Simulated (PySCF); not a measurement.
**CH7N3Si: electronic excitations and core binding energies**

Aim: predict the electronic excitations and core binding energies of CH7N3Si (`[H]/N=C\[SiH](N)N`).

Programs: PySCF 2.14.0, with density-fitted response routines of our own. Each step states its level of theory. These are calculated values for one molecule in the gas phase, unless marked as measured. Atoms count from 0, in the outputs and in this text.

### 1 Starting geometry

12 atoms, charge 0, multiplicity 1; geometry from: GFN2-xTB.

Bonds of the start (Å): N0–C1 1.26, C1–Si2 1.90, Si2–N3 1.73, Si2–N4 1.72, N0–H5 1.02, C1–H6 1.09, Si2–H7 1.47, N3–H8 1.01, N3–H9 1.01, N4–H10 1.01, N4–H11 1.01.

### 2 Ultraviolet spectrum: PBE0/def2-SVPD

What the job is given:

```
{"job": {"kind": "uv", "xc": "PBE0", "basis": "def2-SVPD", "nstates": 8, "ntriplets": 3}, "charge": 0, "multiplicity": 1}
N     -2.120936    -0.942894     0.505798
C     -1.278091    -0.843750    -0.423982
Si     0.501812    -0.174303    -0.350006
N      0.843019    -0.000559     1.339740
N      0.501821     1.320083    -1.203271
H     -1.783629    -0.605834     1.409331
H     -1.634464    -1.194721    -1.391277
H      1.411988    -1.048001    -1.098722
H      1.673136     0.499421     1.617275
H      0.713706    -0.793843     1.947807
H     -0.206306     2.005071    -0.994959
H      1.379141     1.778644    -1.383761
```

Method: TDDFT PBE0/def2-SVPD, vertical, gas phase, core orbitals frozen in the response.

On the command line:

```console
$ OMP_NUM_THREADS=1 python probes_run.py task.json out
```

One launch serves the whole session: the jobs run in the order shown.

**Question.** This job is followed by: delta-SCF UKS SCAN, pcX-2 on the ionised atom, pcseg-1 elsewhere, spin-free X2C. What will the session give for the following? lowest singlet (PBE0/def2-SVPD); brightest single state of those computed; lowest triplet; N1s binding energies, SCAN/pcX-2; C1s binding energies, SCAN/pcX-2; Si1s binding energies, SCAN/pcX-2; Si2p binding energies, SCAN/pcX-2.

The runs gave:

| quantity | value |
| --- | --- |
| lowest singlet (PBE0/def2-SVPD) | 4.19 eV (296 nm), f = 0.001 |
| brightest single state of those computed | state 7, 7.06 eV, f = 0.046 |
| lowest triplet | 3.30 eV |
| N1s binding energies, SCAN/pcX-2 | N3 404.74, N0 404.59 eV |
| C1s binding energies, SCAN/pcX-2 | C1 291.23 eV |
| Si1s binding energies, SCAN/pcX-2 | Si2 1846.85 eV |
| Si2p binding energies, SCAN/pcX-2 | Si2 107.12 eV |

**Reading.** The first singlet state (HOMO→LUMO 0.97) lies at 4.19 eV and is dark; of the 8 states computed, the strongest absorption comes from state 7 at 7.06 eV (the last state computed is bright too, and its partners may lie past the list). The lowest triplet lies 0.88 eV below the lowest singlet (triplets in Tamm-Dancoff, singlets in full TDDFT). States above −ε(HOMO) lie where TDDFT describes them poorly and they hang on the basis; the brightest is among them. The N1s levels kept as sound span 0.15 eV, from N0 (imine nitrogen) up to N3 (nitrogen bonded to Si, 2 H).
